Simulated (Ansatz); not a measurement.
# Cl3H5NOSTa: the cost of one run

All numbers below are computed with Ansatz 0.2.0 (RHF/def2-SVP).

### Step 1. Starting point

Bond lengths: Ta1–Cl2 2.820 Å, Ta1–Cl3 2.470 Å, Ta1–Cl4 2.470 Å, Ta1–O5 2.020 Å, O5–H6 1.010 Å, Ta1–N7 2.160 Å, N7–H8 1.060 Å, N7–H9 1.060 Å, Ta1–S10 2.800 Å, Cl4–S10 2.443 Å, S10–H11 1.400 Å. Angles (14 of 23 angles, heavy atoms first): Cl2–Ta1–Cl3 90.0°, Cl2–Ta1–Cl4 90.0°, Cl2–Ta1–O5 120.0°, Cl2–Ta1–N7 120.0°, Cl2–Ta1–S10 71.6°, Cl3–Ta1–Cl4 180.0°, Cl3–Ta1–O5 90.0°, Cl3–Ta1–N7 90.0°, Cl3–Ta1–S10 125.2°, Cl4–Ta1–O5 90.0°, Cl4–Ta1–N7 90.0°, Cl4–Ta1–S10 54.8°, O5–Ta1–N7 120.0°, O5–Ta1–S10 60.3°.

Coordinates:

```xyz
12

Ta    0.0000    0.0000    0.0000
Cl    2.8200    0.0000    0.0000
Cl    0.0000    0.0000    2.4700
Cl    0.0000    0.0000   -2.4700
O    -1.0100    1.7493    0.0000
H    -1.4859    1.8638    0.8834
N    -1.0800   -1.8706    0.0000
H    -1.8056   -2.0636    0.7482
H    -0.8844   -2.5955   -0.7482
S     0.8829    2.1106   -1.6143
H     1.9244    1.6655   -2.4372
H     2.2296    1.2500   -0.9560
```

### Step 2. Pulling towards end A

Springs on the bonds that form and break draw the guess towards this end; the thresholds are loose.

The input, input.yaml:

```yaml
crystal:
  periodic: [false, false, false]
  atoms:
    - { symbol: Ta, position_ang: [0.0, 0.0, 0.0] }
    - { symbol: Cl, position_ang: [2.82, 0.0, 0.0] }
    - { symbol: Cl, position_ang: [0.0, 0.0, 2.47] }
    - { symbol: Cl, position_ang: [0.0, 0.0, -2.47] }
    - { symbol: O, position_ang: [-1.01, 1.7493, 0.0] }
    - { symbol: H, position_ang: [-1.4859, 1.8638, 0.8834] }
    - { symbol: "N", position_ang: [-1.08, -1.8706, 0.0] }
    - { symbol: H, position_ang: [-1.8056, -2.0636, 0.7482] }
    - { symbol: H, position_ang: [-0.8844, -2.5955, -0.7482] }
    - { symbol: S, position_ang: [0.8829, 2.1106, -1.6143] }
    - { symbol: H, position_ang: [1.9244, 1.6655, -2.4372] }
    - { symbol: H, position_ang: [2.2296, 1.25, -0.956] }
basis:
  gaussian: { orbitals: def2-SVP }
hamiltonian:
  xc: hf
relax:
  f_tol: 0.15
  max_steps: 25
  restrain:
    - { distance: [0, 9], at: 3.7, k: 30.0 }
    - { distance: [11, 1], at: 2.57, k: 30.0 }
    - { distance: [0, 1], at: 2.47, k: 30.0 }
    - { distance: [11, 9], at: 1.4, k: 30.0 }
```

Command:

```console
> ansatz run input.yaml --threads 4 --pin off --max-ram 5120MiB --backend cpu --events-out ev --progress --plain --runs-dir out
```

What time and memory should one allow on 4 threads of Arm Neoverse V1, shared host?

About 41 s, with a peak of 0.52 GiB.
